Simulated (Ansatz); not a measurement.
**C2H7ClO2Si: one species, many methods**

Aim: compute C2H7ClO2Si with functionals from several rungs and with coupled cluster. The yardstick is the atomisation energy at the CCSD(T) limit.

Computed with Ansatz 0.2.0, Gaussian basis. Level: functionals in def2-TZVPP, the program's frozen cores in correlated methods.

The runs, in order: PBE-D4, r2SCAN-D4, PBE0-D4, B3LYP-D4, ωB97X-V, ωB97M-V, B2PLYP; CCSD(T)/def2-TZVPP; MP2/def2-QZVPP; extrapolation to the limit.

### Step 1. Structure used throughout

An earlier PBE0-D4 in a triple-zeta def2 set relaxation fixed the geometry.

SMILES `CO[SiH](Cl)OC`, 13 atoms, charge 0, spin multiplicity 1.

Atoms are counted from 1 here; the program's logs count them from 0.

Bond lengths: C1–O2 1.411 Å, C1–H7 1.095 Å, C1–H8 1.094 Å, C1–H9 1.090 Å, O2–Si3 1.616 Å, Si3–Cl4 2.060 Å, Si3–O5 1.616 Å, Si3–H10 1.479 Å, O5–C6 1.411 Å, C6–H11 1.090 Å, C6–H12 1.095 Å, C6–H13 1.094 Å. Angles: O2–C1–H7 111.5°, O2–C1–H8 111.1°, O2–C1–H9 107.9°, H7–C1–H8 108.9°, H7–C1–H9 108.6°, H8–C1–H9 108.9°, C1–O2–Si3 125.4°, O2–Si3–Cl4 110.4°, O2–Si3–O5 105.6°, O2–Si3–H10 112.4°, Cl4–Si3–O5 110.4°, Cl4–Si3–H10 105.6°, O5–Si3–H10 112.4°, Si3–O5–C6 125.3°, O5–C6–H11 107.9°, O5–C6–H12 111.5°, O5–C6–H13 111.1°, H11–C6–H12 108.6° and more.

### Step 2. PBE-D4 (GGA)

Input file in.yaml:

```yaml
crystal:
  periodic: [false, false, false]
  atoms:
    - {symbol: C, position_ang: [1.099050, -0.810993, -2.265586]}
    - {symbol: O, position_ang: [0.454050, -0.952087, -1.018590]}
    - {symbol: Si, position_ang: [0.173843, 0.245405, 0.030143]}
    - {symbol: Cl, position_ang: [-0.890082, 1.758930, -0.875342]}
    - {symbol: O, position_ang: [-0.690829, -0.416103, 1.224894]}
    - {symbol: C, position_ang: [-1.232060, 0.285093, 2.323268]}
    - {symbol: H, position_ang: [2.112563, -0.412340, -2.149838]}
    - {symbol: H, position_ang: [0.532776, -0.150819, -2.929268]}
    - {symbol: H, position_ang: [1.163697, -1.799123, -2.722183]}
    - {symbol: H, position_ang: [1.421617, 0.872312, 0.518226]}
    - {symbol: H, position_ang: [-1.712682, -0.441022, 2.979482]}
    - {symbol: H, position_ang: [-0.453300, 0.806579, 2.889900]}
    - {symbol: H, position_ang: [-1.978651, 1.014158, 1.994874]}
basis:
  gaussian: {orbitals: def2-TZVPP}
hamiltonian: {xc: pbe, dispersion: d4}
output: {forces: true, orbitals: {seedname: orbitals}}
```

Started as:

```
> ansatz run in.yaml --threads 2 --pin off --events-out ev --progress --plain --max-ram 32768MiB --backend cuda --devices 0, --max-vram 18GiB
```

Further steps of the session: r2SCAN-D4 (meta-GGA); PBE0-D4 (hybrid); B3LYP-D4 (hybrid); ωB97X-V (range-separated); ωB97M-V (range-separated); B2PLYP (double hybrid); CCSD(T) in def2-TZVPP; MP2 in def2-QZVPP.

Q: Predict the results of all the runs planned. Wanted: atomisation energy, CCSD(T)/CBS; farthest; mean size of error, hybrid; mean size of error, range-separated; gap, smallest and largest; T1 diagnostic; triples share of the correlation energy.

The runs gave:

| quantity | value |
| --- | --- |
| atomisation energy, CCSD(T)/CBS | 4986.3 kJ/mol |
| functionals within 24.9 kJ/mol (0.5 %) | r2SCAN-D4, ωB97X-V, ωB97M-V |
| farthest | B2PLYP (-69.8 kJ/mol) |
| mean size of error, hybrid | 27.5 kJ/mol |
| mean size of error, range-separated | 4.2 kJ/mol |
| gap, smallest and largest | 7.00 eV (PBE-D4), 13.94 eV (ωB97X-V) |
| T1 diagnostic | 0.0107 |
| triples share of the correlation energy | 3.6 % |

PBE-D4 misses by +55.2 kJ/mol. Double hybrids carry the basis error of their MP2 part in triple zeta, and no dispersion term here, so their miss is partly the set-up's. Misses under about 24.9 kJ/mol are within the doubt on the reference itself, which lacks core-valence correlation, relativity and higher excitations. Hartree-Fock recovers 73 % of the binding; the rest is correlation. Orbital gaps span 7.0 to 13.9 eV; exact exchange widens them.
